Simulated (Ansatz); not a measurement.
# SnTe: how the settings move a single-point run

Question: which choices in the input matter for SnTe?

Program: Ansatz 0.2.0. Level of theory: reference: DFT, HSE06, plane waves, PAW. These are calculated values, not measurements.

3 further runs of the same task are left out: 3 that didn't finish.

### Step 1. Starting point

The structure is cubic, space group Fm-3m (No. 225). Conventional cell: a = 6.379 Å, b = 6.379 Å, c = 6.379 Å, α = 90.00°, β = 90.00°, γ = 90.00°. Sn (site symmetry m-3m) has 6 Te at 3.19 Å as nearest neighbours. Te (site symmetry m-3m) is surrounded by 6 Sn at 3.19 Å.

Structure file:

```xyz
2
Lattice="0.0000 3.1893 3.1893 3.1893 0.0000 3.1893 3.1893 3.1893 0.0000" Properties=species:S:1:pos:R:3 pbc="T T T"
Sn    0.0000    0.0000    0.0000
Te    3.1893    3.1893    3.1893
```

### Step 2. Reference

input.yaml

```yaml
crystal:
  lattice:
    - [0.0, 3.1893303407, 3.1893303407]
    - [3.1893303407, 0.0, 3.1893303407]
    - [3.1893303407, 3.1893303407, 0.0]
  atoms:
    - { symbol: Sn, position: [0.0, 0.0, 0.0] }
    - { symbol: Te, position: [0.5, 0.5, 0.5] }
kpoints:
  mp_grid: { grid: [4, 4, 4] }
hamiltonian:
  xc: hse06
scf:
  occupations: { method: fermi_dirac, width: 0.02 }
  n_extra_bands: 4
output:
  forces: true
  stress: true
  eigenvalues: true
```

On the command line:

```bash
ansatz run input.yaml --threads 4 --pin off --max-ram 3686MiB --backend cpu --events-out ev --progress --plain --runs-dir out
```

### Step 3. Changed: exchange pbe, correlation pbe, coeff 0.75, omega 0.1

Changes to input.yaml since step 2:

```diff
@@ -11,3 +11,3 @@
 hamiltonian:
-  xc: hse06
+  xc: { exchange: pbe, correlation: pbe, exx: { coeff: 0.75, omega: 0.1 } }
 scf:
```

### Step 4. Changing settings: singularity none

Changes to input.yaml since step 2:

```diff
@@ -15,2 +15,3 @@
   n_extra_bands: 4
+  exx: { singularity: none }
 output:
```

### Step 5. Changing settings: exchange pbe, correlation pbe, coeff 0.35, omega 0.5

Changes to input.yaml since step 2:

```diff
@@ -11,3 +11,3 @@
 hamiltonian:
-  xc: hse06
+  xc: { exchange: pbe, correlation: pbe, exx: { coeff: 0.35, omega: 0.5 } }
 scf:
```

### Step 6. Changing settings: mp_grid.grid [5, 5, 5]

Changes to input.yaml since step 2:

```diff
@@ -9,3 +9,3 @@
 kpoints:
-  mp_grid: { grid: [4, 4, 4] }
+  mp_grid: { grid: [5, 5, 5] }
 hamiltonian:
```

### Step 7. Variant: occupations.method methfessel_paxton, occupations.width 0.2

Changes to input.yaml since step 2:

```diff
@@ -13,3 +13,3 @@
 scf:
-  occupations: { method: fermi_dirac, width: 0.02 }
+  occupations: { method: methfessel_paxton, width: 0.2 }
   n_extra_bands: 4
```

**Question.** What will these runs give? Wanted: for each run, ending; energy change; pressure; gap; force.

As calculated:

| run | ending | energy change | pressure (GPa) | gap (eV) | force (eV/Å) | cycles | time |
| --- | --- | --- | --- | --- | --- | --- | --- |
| reference | converged | 0 | -0.3 | 0.26 | 0.00 | 17 | 7 s |
| 1: exchange pbe, correlation pbe, coeff 0.75, omega 0.1 | converged | not comparable | -2.0 | 1.66 | 0.00 | 28 | 8.3 s |
| 2: singularity none | converged | - | -0.3 | 0.26 | 0.00 | 17 | 6.8 s |
| 3: exchange pbe, correlation pbe, coeff 0.35, omega 0.5 | converged | not comparable | -0.2 | 0.11 | 0.00 | 18 | 7.2 s |
| 4: mp_grid.grid [5, 5, 5] | converged | -5.7 meV/atom | -0.4 | 1.11 | 0.00 | 11 | 11 s |
| 5: occupations.method methfessel_paxton, occupations.width 0.2 | converged | +0.7 meV/atom (σ→0) | -0.4 | 0.25 | 0.00 | 19 | 7.4 s |

Residual by cycle in the longest SCF loop of each run; runs are numbered as in the table. The quantity is the density residual dr2, in eV.

| cycle | reference | run 1 | run 2 | run 3 | run 4 | run 5 |
| --- | --- | --- | --- | --- | --- | --- |
| 1 | 8.6e-4 | 0.00129 | 8.6e-4 | 9.2e-4 | 0.0143 | 9.7e-4 |
| 2 | 4.9e-4 | 6.2e-4 | 4.9e-4 | 5.2e-4 | 0.00185 | 5.6e-4 |
| 3 | 4.0e-5 | 5.8e-5 | 4.0e-5 | 4.1e-5 | 7.8e-4 | 4.1e-5 |
| 4 | 3.2e-6 | 6.8e-6 | 3.2e-6 | 2.7e-6 | 4.2e-5 | 3.7e-6 |
| 5 | 2.6e-7 | 3.7e-7 | 2.6e-7 | 3.0e-7 | 1.6e-5 | 2.9e-7 |
| 6 | 1.9e-8 | 3.1e-8 | 1.9e-8 | 2.3e-8 | 5.8e-7 | 1.6e-8 |
| 7 | 1.9e-9 | 3.5e-9 | 1.9e-9 | 2.0e-9 | - | 1.5e-9 |
| 8 | 3.0e-10 | 3.4e-10 | 3.0e-10 | 3.4e-10 | - | 2.7e-10 |

**Reading.** The gap of the reference lacks spin-orbit coupling, though the cell holds Te.
